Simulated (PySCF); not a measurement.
**C4H11BSi: electronic excitations**

Aim: predict the electronic excitations of C4H11BSi (`C=C[SiH2]CBC`).

Programs: PySCF 2.14.0, with density-fitted response routines of our own. Each step states its level of theory. These are calculated values for one molecule in the gas phase, unless marked as measured. Atoms are numbered from 0 throughout.

## 1. The molecule as given

17 atoms, charge 0, multiplicity 1; geometry from: GFN2-xTB.

Bonds of the start (Å): C0–C1 1.32, C1–Si2 1.89, Si2–C3 1.92, C3–B4 1.55, B4–C5 1.58, C0–H6 1.08, C0–H7 1.08, C1–H8 1.08, Si2–H9 1.47, Si2–H10 1.47, C3–H11 1.09, C3–H12 1.09, B4–H13 1.18, C5–H14 1.09, C5–H15 1.09, C5–H16 1.09.

## 2. TDDFT and polarisability: PBE0/def2-SVPD

Job settings and geometry (Å):

```
{"job": {"kind": "uv", "xc": "PBE0", "basis": "def2-SVPD", "nstates": 8, "ntriplets": 3}, "charge": 0, "multiplicity": 1}
C      3.254472     0.661068    -0.862960
C      2.431612    -0.222392    -0.320300
Si     0.642698    -0.500800    -0.850298
C     -0.445844    -0.344395     0.720905
B     -1.917881    -0.593331     0.304264
C     -2.833377     0.586537    -0.196211
H      2.940951     1.300592    -1.672203
H      4.274905     0.790514    -0.533561
H      2.811768    -0.836022     0.489578
H      0.262999     0.497534    -1.857922
H      0.525252    -1.846654    -1.433393
H     -0.267796     0.651530     1.127409
H     -0.064811    -1.069178     1.440249
H     -2.352673    -1.684964     0.314610
H     -3.701848     0.696599     0.453594
H     -3.233959     0.373776    -1.187177
H     -2.333467     1.551617    -0.240587
```

Level: TDDFT PBE0/def2-SVPD, vertical, gas phase, core orbitals frozen in the response.

Launch:

```bash
OMP_NUM_THREADS=1 python probes_run.py task.json out
```

One launch serves the whole session: the jobs run in the order shown.

Predict these results of the whole session: lowest singlet (PBE0/def2-SVPD); brightest single state of those computed; lowest triplet.

**Answer**, as computed:

| quantity | value |
| --- | --- |
| lowest singlet (PBE0/def2-SVPD) | 5.92 eV (209 nm), f = 0.090 |
| brightest single state of those computed | state 5, 7.07 eV, f = 0.260 |
| lowest triplet | 4.31 eV |

The first singlet state (HOMO→LUMO 0.68, HOMO−1→LUMO 0.20) lies at 5.92 eV and is bright; of the 8 states computed, the strongest absorption comes from state 5 at 7.07 eV (the last state computed is bright too, and its partners may lie past the list). The lowest triplet lies 1.61 eV below the lowest singlet (triplets in Tamm-Dancoff, singlets in full TDDFT).
